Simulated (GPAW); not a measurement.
# CsLiCr2Te2S3 (Cm) in GPAW: further runs

One crystal, CsLiCr2Te2S3, is run at these levels: PBE, PBE+U; tasks: band structure.

All numbers are computed with GPAW 26.7.0; they aren't measurements. Logs are shortened: lines on timing, memory, paths and dates and some standing lists are left out, and cuts for length are marked. The log counts tension as positive stress, the text compression.

**1. The structure**

It takes space group Cm (No. 8, monoclinic). Conventional cell: a = 6.843 Å, b = 10.361 Å, c = 7.978 Å, α = 90.00°, β = 111.21°, γ = 90.00°. Cs (site symmetry m) is surrounded by 5 S at 3.58 to 3.92 Å and 1 Li at 4.01 Å. Around Li (site symmetry m) lie 3 S at 2.42 to 2.56 Å. Cr (site symmetry 1) has 3 S at 2.20 to 2.25 Å and 1 Te at 2.51 Å as nearest neighbours. Te (site symmetry 1) is surrounded by 1 Cr at 2.51 Å. Around S (site symmetry 1) lie 2 Cr at 2.24 to 2.25 Å and 1 Li at 2.56 Å. S (site symmetry m) is surrounded by 2 Cr at 2.20 Å and 1 Li at 2.42 Å.

The cell was built by a generator and needn't be a form met in nature.

**2. Band structure, PBE, collinear spin, ferromagnetic start, spin-orbit coupling**

run.py reads:

```python
import numpy as np
from ase import Atoms
from ase.dft.bandgap import bandgap
from ase.io import write
from ase.units import GPa
from ase.parallel import parprint
from gpaw import GPAW, PW
from gpaw.spinorbit import soc_eigenstates

atoms = Atoms(['Cs', 'Li', 'Cr', 'Cr', 'Te', 'Te', 'S', 'S', 'S'],
              cell=[[3.42162, -5.18069, 0.00784],
                    [3.42162, 5.18069, 0.00784],
                    [-2.90411, 0.0, 7.43093]],
              scaled_positions=[[0.09374, 0.09374, 0.00853],
                                [0.58875, 0.58875, 0.55336],
                                [0.05646, 0.46755, 0.5579],
                                [0.46755, 0.05646, 0.5579],
                                [0.56486, 0.87357, 0.29035],
                                [0.87357, 0.56486, 0.29035],
                                [0.81151, 0.39697, 0.73347],
                                [0.39697, 0.81151, 0.73347],
                                [0.21404, 0.21404, 0.48371]],
              pbc=True)
atoms.set_initial_magnetic_moments([0.0, 0.0, 3.0, 3.0, 0.0, 0.0, 0.0, 0.0, 0.0])

calc = GPAW(mode=PW(800),
            xc='PBE',
            kpts={'size': (5, 5, 4), 'gamma': True},
            occupations={'name': 'fermi-dirac', 'width': 0.05},
            nbands=49,
            convergence={'density': 1e-05, 'energy': 1e-05},
            maxiter=150,
            txt='gpaw.txt')
atoms.calc = calc
energy = atoms.get_potential_energy()
forces = atoms.get_forces()
stress = atoms.get_stress()
calc.write('gs.gpw')
write('result.traj', atoms)
parprint(f'Energy: {energy:.6f} eV')
parprint('Forces (eV/A):')
parprint(forces.round(4))
parprint('Stress (GPa):', (stress / GPa).round(3))
parprint('Moments:', calc.get_magnetic_moments().round(3))
parprint('Fermi level:', round(calc.get_fermi_level(), 4), 'eV')
parprint(f'Gap: {bandgap(calc)[0]:.4f} eV, direct: {bandgap(calc, direct=True)[0]:.4f} eV')

path = atoms.cell.bandpath('GYFHZIF1,H1Y1XGN,MG', npoints=100, eps=1e-4)
bs_calc = calc.fixed_density(kpts=path, symmetry='off', nbands=88,
                             convergence={'bands': 'CBM+6.0', 'eigenstates': 1e-6}, txt='bands.txt')
bs = bs_calc.band_structure()
bs.write('bs.json')
parprint(f'Gap on the path: {bandgap(bs_calc)[0]:.4f} eV')

soc = soc_eigenstates(bs_calc, theta=0, phi=0)
np.savetxt('soc_bands.dat', soc.eigenvalues(), fmt='%.4f')
mesh = soc_eigenstates('gs.gpw', theta=0, phi=0)
np.savetxt('soc_mesh.dat', mesh.eigenvalues(), fmt='%.4f')
parprint('Fermi level with spin-orbit coupling:', round(mesh.fermi_level, 4), 'eV')
```

Potentials or basis: GPAW PAW data sets (gpaw-data 1.2.1), pw.

Launch:

```sh
$ OMP_NUM_THREADS=1 mpirun -n 8 gpaw python run.py
```

gpaw.txt:

```text
__  _  _
 | _ |_)|_||  |
 |__||  | ||/\| - 26.7.0

Input parameters:
  mode=PW(ecut=800.0),
  convergence={'density': 1e-05, 'energy': 1e-05},
  kpts=MonkhorstPack(size=(5, 5, 4), gamma=True),
  maxiter=150,
  nbands=49,
  occupations=Occupations(name='fermi-dirac', width=0.05),
  xc=XC(name='PBE')

Diagonalizing LCAO Hamiltonian
Converting LCAO to pw mode

               S
          Cr
            S
        S     Li
       Cr          Te

                  Te

          Cs

Atoms  # Å, Bohr magnetons
|   | symbol |        x |         y |        z |    initial magnetic moments |
|---|--------|----------|-----------|----------|-----------------------------|
| 0 |     Cs | 0.616713 |  0.000000 | 0.064856 | ( 0.0000,  0.0000,  0.0000) |
| 1 |     Li | 2.421939 |  0.000000 | 4.121211 | ( 0.0000,  0.0000,  0.0000) |
| 2 |     Cr | 0.172760 |  2.129730 | 4.149824 | ( 0.0000,  0.0000,  3.0000) |
| 3 |     Cr | 0.172760 | -2.129730 | 4.149824 | ( 0.0000,  0.0000,  3.0000) |
| 4 |     Te | 4.078553 |  1.599331 | 2.168848 | ( 0.0000,  0.0000,  0.0000) |
| 5 |     Te | 4.078553 | -1.599331 | 2.168848 | ( 0.0000,  0.0000,  0.0000) |
| 6 |      S | 2.004882 | -2.147603 | 5.459839 | ( 0.0000,  0.0000,  0.0000) |
| 7 |      S | 2.004882 |  2.147603 | 5.459839 | ( 0.0000,  0.0000,  0.0000) |
| 8 |      S | 0.059980 |  0.000000 | 3.597771 | ( 0.0000,  0.0000,  0.0000) |

Unit cell  # Å
| periodic |         x |         y |        z |  lengths |     angles |
|----------|-----------|-----------|----------|----------|------------|
|      yes |  3.421620 | -5.180690 | 0.007840 | 6.208631 | 101.503543 |
|      yes |  3.421620 |  5.180690 | 0.007840 | 6.208631 | 101.503543 |
|      yes | -2.904110 |  0.000000 | 7.430930 | 7.978256 | 113.113814 |

Number of symmetries: 2
Symmetry operations  # r_c * U_cc + t_c -> r_c
|   | kind |            matrix            |
|---|------|------------------------------|
| 0 |  E   |  1, 0, 0,  0, 1, 0,  0, 0, 1 |
| 1 |  σ   |  0, 1, 0,  1, 0, 0,  0, 0, 1 |

BZ-sampling:
  Number of BZ points: 100
  Number of IBZ points: 33

  Monkhorst-Pack size: [5, 5, 4]
  Monkhorst-Pack shift: [0.0, 0.0, 0.125]

K-points  # in reciprocal-cell coordinates
|     |                                coordinates |     weight |
|-----|--------------------------------------------|------------|
|   0 | (  0.00000000,   0.00000000,   0.00000000) | 0.01000000 |
|   1 | (  0.00000000,   0.00000000,   0.25000000) | 0.02000000 |
|   2 | (  0.00000000,   0.00000000,   0.50000000) | 0.01000000 |
|   3 | (  0.20000000,  -0.20000000,   0.00000000) | 0.02000000 |
|   4 | (  0.20000000,  -0.20000000,   0.25000000) | 0.04000000 |
|   5 | (  0.20000000,  -0.20000000,   0.50000000) | 0.02000000 |
|   6 | (  0.20000000,   0.00000000,  -0.25000000) | 0.04000000 |
|   7 | (  0.20000000,   0.00000000,   0.00000000) | 0.04000000 |
|   8 | (  0.20000000,   0.00000000,   0.25000000) | 0.04000000 |
|   9 | (  0.20000000,   0.00000000,   0.50000000) | 0.04000000 |
| ... |                                            |            |
|  32 | (  0.40000000,   0.40000000,   0.50000000) | 0.02000000 |

Plane wave coefficients: 13579
Cutoff: 800.0 eV

Spin-components: 2 (collinear spins)
Bands:           49
Projectors:      45
Spin-degeneracy: 1
Datatype:        complex128

Parallelization:
  kpt:    8
  domain: 1
  band:   1

Density:
  Valence electrons: 52.0
  Components: 2
  Grid points: [42 42 54]
  Charge: 0.0  # |e|

Potential:
  Grid points: [42 42 54]

species:
  Cs:
    name:    Caesium
    Z:       55.0
    valence: 9
    core:    46
    charge:  0.0  # [|e|]
    compensation charges:
      type: gauss
      rc: 0.33  # [Å]
      lmax: 2
    cutoffs:
      filter: 2.06  # [Å]
      core: 2.51  # [Å]
    projectors
    | kind |    occ | energy [eV] | rcut [Å] |
    |------|--------|-------------|----------|
    |   5s |  2.000 |     -26.706 |    1.164 |
    |   6s |  1.000 |      -2.085 |    1.164 |
    |   5p |  6.000 |     -13.523 |    1.058 |
    |    p |        |      13.688 |    1.058 |
    |    d |        |       0.000 |    1.058 |

    Using partial waves for Cs as LCAO basis

  Li:
    name:    Lithium
    Z:       3.0
    valence: 1
    core:    2
    charge:  0.0  # [|e|]
    compensation charges:
      type: gauss
      rc: 0.33  # [Å]
      lmax: 2
    cutoffs:
      filter: 1.91  # [Å]
      core: 2.55  # [Å]
    projectors
    | kind |    occ | energy [eV] | rcut [Å] |
    |------|--------|-------------|----------|
    |   2s |  1.000 |      -2.874 |    1.058 |
    |   2p |  0.000 |      -1.090 |    1.058 |
    |    s |        |      24.337 |    1.058 |

    Using partial waves for Li as LCAO basis

  Cr:
    name:    Chromium
    Z:       24.0
    valence: 6
    core:    18
    charge:  0.0  # [|e|]
    compensation charges:
      type: gauss
      rc: 0.35  # [Å]
      lmax: 2
    cutoffs:
      filter: 2.14  # [Å]
      core: 3.04  # [Å]
    projectors
    | kind |    occ | energy [eV] | rcut [Å] |
    |------|--------|-------------|----------|
    |   4s |  1.000 |      -4.007 |    1.164 |
    |   4p |  0.000 |      -0.989 |    1.217 |
    |   3d |  5.000 |      -2.913 |    1.111 |
    |    s |        |      23.205 |    1.164 |
    |    p |        |      26.223 |    1.217 |
    |    d |        |      24.299 |    1.111 |

    Using partial waves for Cr as LCAO basis

  Te:
    name:    Tellurium
    Z:       52.0
    valence: 6
    core:    46
    charge:  0.0  # [|e|]
    compensation charges:
      type: gauss
      rc: 0.36  # [Å]
      lmax: 2
    cutoffs:
      filter: 2.09  # [Å]
      core: 3.17  # [Å]
    projectors
    | kind |    occ | energy [eV] | rcut [Å] |
    |------|--------|-------------|----------|
    |   5s |  2.000 |     -15.089 |    1.180 |
    |   5p |  4.000 |      -5.955 |    1.196 |
    |    s |        |      12.123 |    1.180 |
    |    p |        |      21.256 |    1.196 |
    |    d |        |       0.000 |    1.238 |

    Using partial waves for Te as LCAO basis

  S:
    name:    Sulfur
    Z:       16.0
    valence: 6
    core:    10
    charge:  0.0  # [|e|]
    compensation charges:
      type: gauss
      rc: 0.24  # [Å]
      lmax: 2
    cutoffs:
      filter: 1.77  # [Å]
      core: 1.66  # [Å]
    projectors
    | kind |    occ | energy [eV] | rcut [Å] |
    |------|--------|-------------|----------|
    |   3s |  2.000 |     -17.254 |    0.974 |
    |   3p |  4.000 |      -7.008 |    0.979 |
    |    s |        |       9.957 |    0.974 |
    |    p |        |      20.203 |    0.979 |
    |    d |        |       0.000 |    0.900 |

    Using partial waves for S as LCAO basis

Reference energy: -671321.845766  # eV

eigensolver:
  PPCG
  Converge bands: occupied
  niter=2

density mixing:
  MSR1-Mixer
  Pratt-step length: 0.05
  Maximum mixing coefficient: 0.75
  Old densities: 10
  SVD Regularization: 0.005
  Good broyden scale: 1.0
  Trust region scale: 1.0
  Backstep threshold: 4.0
  History deletion threshold: 6.0
  Fourier metric: weight=20.0, sigma=0.015

occupation numbers:
  Fermi-Dirac:
    width: 0.0500  # eV

poisson solver:
  ecut: 6400.0  # eV

xc functional:
  name: PBE with 2 nearest neighbor stencil

convergence criteria:
- Maximum integral of absolute [dens]ity change: 1e-05 electrons / valence electron
- Maximum [total energy] change in last 3 cyles: 1e-05 eV / valence electron
- Maximum integral of absolute [eigenst]ate change: 4e-08 eV^2 / valence electron
maximum number of iterations: 150

SCF iterations
|iter     | |      energy | eigst |  dens |  magmom |
|---------|-|-------------|-------|-------|---------|
|iter:   1| |  -49.512659 | +0.35 |       |  +5.9880|
|iter:   2| |  -46.175154 | -1.03 | -0.68 |  +5.8867|
|iter:   3| |  -45.851837 | -2.13 | -0.95 |  +5.7738|
|iter:   4| |  -45.580691 | -2.12 | -1.01 |  +5.4406|
|iter:   5| |  -45.543195 | -2.12 | -1.11 |  +4.9509|
|iter:   6| |  -45.617815 | -2.48 | -1.29 |  +4.4153|
|iter:   7| |  -45.637894 | -3.08 | -1.60 |  +4.2080|
|iter:   8| |  -45.647675 | -3.42 | -1.89 |  +4.0657|
|iter:   9| |  -45.649368 | -3.81 | -2.29 |  +4.0280|
|iter:  10| |  -45.649725 | -4.29 | -2.54 |  +4.0129|
|iter:  11| |  -45.649928 | -4.93 | -2.90 |  +4.0124|
|iter:  12| |  -45.649988c| -5.44 | -3.30 |  +4.0150|
|iter:  13| |  -45.649993c| -6.20 | -3.69 |  +4.0168|
|iter:  14| |  -45.649996c| -6.75 | -3.94 |  +4.0175|
|iter:  15| |  -45.649994c| -7.34 | -4.25 |  +4.0177|
|iter:  16| |  -45.649994c| -7.73c| -4.53 |  +4.0176|
|iter:  17| |  -45.649994c| -7.87c| -4.89 |  +4.0176|
|iter:  18| |  -45.649993c| -8.29c| -5.29c|  +4.0175|

Converged in 18 steps
Energy contributions relative to reference atoms: (reference = -671321.845766)

Energy contributions:
  Kinetic:          14.962456
  Coulomb:         -26.558839
  Zero:              0.968959
  External:          0.000000
  Xc:              -35.008747
  Entropy:          -0.027644
  Spinorbit:         0.000000
  ----------------------------
  Free energy:     -45.663815
  Extrapolated:    -45.649993

dipole moment: (-2.458964, -0.000000, -38.847116)  # |e|*Ang

Total magnetic moment: (0.000000, 0.000000, 4.017546)

Local magnetic moments
|        x |        y |         z |
|----------|----------|-----------|
| 0.000000 | 0.000000 | -0.001280 |  # Cs   0
| 0.000000 | 0.000000 |  0.000448 |  # Li   1
| 0.000000 | 0.000000 |  2.193666 |  # Cr   2
| 0.000000 | 0.000000 |  2.193666 |  # Cr   3
| 0.000000 | 0.000000 | -0.161269 |  # Te   4
| 0.000000 | 0.000000 | -0.161269 |  # Te   5
| 0.000000 | 0.000000 | -0.069220 |  # S    6
| 0.000000 | 0.000000 | -0.069220 |  # S    7
| 0.000000 | 0.000000 | -0.066040 |  # S    8

Fermi level: 3.853
Eigenvalues  # (at kpt = [0.000, 0.000, 0.000])
| band index |      eig [eV] | occ [0-1] |      eig [eV] | occ [0-1] |
|------------|---------------|-----------|---------------|-----------|
|          0 |       -17.851 |     1.000 |       -17.852 |     1.000 |
|        ... |               |           |               |           |
|         19 |         1.489 |     1.000 |         1.707 |     1.000 |
|         20 |         1.668 |     1.000 |         1.934 |     1.000 |
|         21 |         1.892 |     1.000 |         2.173 |     1.000 |
|         22 |         2.118 |     1.000 |         3.182 |     1.000 |
|         23 |         2.708 |     1.000 |         3.300 |     1.000 |
|         24 |         2.755 |     1.000 |         4.579 |     0.000 |
|         25 |         3.079 |     1.000 |         4.762 |     0.000 |
|         26 |         3.466 |     1.000 |         4.941 |     0.000 |
|         27 |         3.506 |     0.999 |         4.981 |     0.000 |
|         28 |         3.628 |     0.989 |         5.398 |     0.000 |
|         29 |         4.099 |     0.007 |         5.585 |     0.000 |
|         30 |         4.614 |     0.000 |         5.610 |     0.000 |
|         31 |         4.934 |     0.000 |         5.964 |     0.000 |
|         32 |         5.527 |     0.000 |         6.483 |     0.000 |
|         33 |         5.881 |     0.000 |         6.775 |     0.000 |
|        ... |               |           |               |           |
|         48 |        12.109 |     0.000 |        12.254 |     0.000 |

No gap
No difference between direct/indirect transitions

Forces  # eV/Ang
|        x |        y |        z |
|----------|----------|----------|
|  0.00314 |  0.00000 | -0.00190 |  # Cs   0
|  0.02383 |  0.00000 |  0.00346 |  # Li   1
|  0.00969 |  0.07926 | -0.07348 |  # Cr   2
|  0.00969 | -0.07926 | -0.07348 |  # Cr   3
|  0.00171 | -0.00163 |  0.00648 |  # Te   4
|  0.00171 |  0.00163 |  0.00648 |  # Te   5
| -0.00768 |  0.03419 |  0.09916 |  # S    6
| -0.00768 | -0.03419 |  0.09916 |  # S    7
| -0.03440 |  0.00000 | -0.06584 |  # S    8

Stress tensor  # eV/Ang^3
|         x |         y |         z |
|-----------|-----------|-----------|
| -0.001628 |  0.000000 | -0.000052 |
|  0.000000 | -0.001295 |  0.000000 |
| -0.000052 |  0.000000 | -0.000797 |

# Writing to gs.gpw (mode='')
```

Run time: 8 min. Hardware: 8 MPI ranks of Intel Xeon 6975P-C (Granite Rapids), shared host; peak memory 1.3 GiB.

Results:

| Property | Result |
| --- | --- |
| Free energy | -45.6638 eV |
| Pressure | 0.2 GPa |
| Largest force | 0.109 eV/Å |
| Band gap along the path | none (metal or under the smearing width) |
| Net moment | 4.02 μB per cell |
| Site moments | Cs -0.00; Li +0.00; Cr +2.19; Te -0.16; S -0.07 μB |

Forces on the atoms (eV/Å):
```
Cs   0.003  0.000 -0.002
Li   0.024  0.000  0.003
Cr   0.010  0.079 -0.073
Cr   0.010 -0.079 -0.073
Te   0.002 -0.002  0.006
Te   0.002  0.002  0.006
S   -0.008  0.034  0.099
S   -0.008 -0.034  0.099
S   -0.034  0.000 -0.066
```

Levels at the corners of the path, in eV from the Fermi level:
```
point  band 50  band 51  band 52  band 53  band 54  band 55
    Γ    -0.49    -0.42    -0.33    -0.24     0.25     0.70
    Y    -0.39    -0.20    -0.03     0.28     0.70     0.77
    F    -0.34    -0.15     0.02     0.21     0.59     0.65
    H    -0.40    -0.29    -0.07     0.17     0.74     0.78
    Z    -0.47    -0.42    -0.33    -0.16     0.16     0.64
    I    -0.41    -0.11     0.03     0.26     0.57     0.67
   F1    -0.34    -0.15     0.02     0.21     0.59     0.65
   H1    -0.40    -0.29    -0.07     0.17     0.74     0.78
   Y1    -0.39    -0.20    -0.03     0.28     0.70     0.77
    X    -0.44    -0.17    -0.06     0.50     0.57     0.82
    Γ    -0.49    -0.42    -0.33    -0.24     0.25     0.70
    N    -0.27    -0.21     0.00     0.28     0.48     0.68
    M    -0.33    -0.29    -0.12     0.20     0.53     0.69
    Γ    -0.49    -0.42    -0.33    -0.24     0.25     0.70
```

Caveat: spin-orbit coupling was added after a scalar SCF, so levels and gaps hold it while energy, forces, pressure and moments don't; this program's spin-orbit splittings come out too wide for heavy elements; only a ferromagnetic start was run, and an antiferromagnetic order may lie lower in energy.

(Part 1 of 2 ends here.)
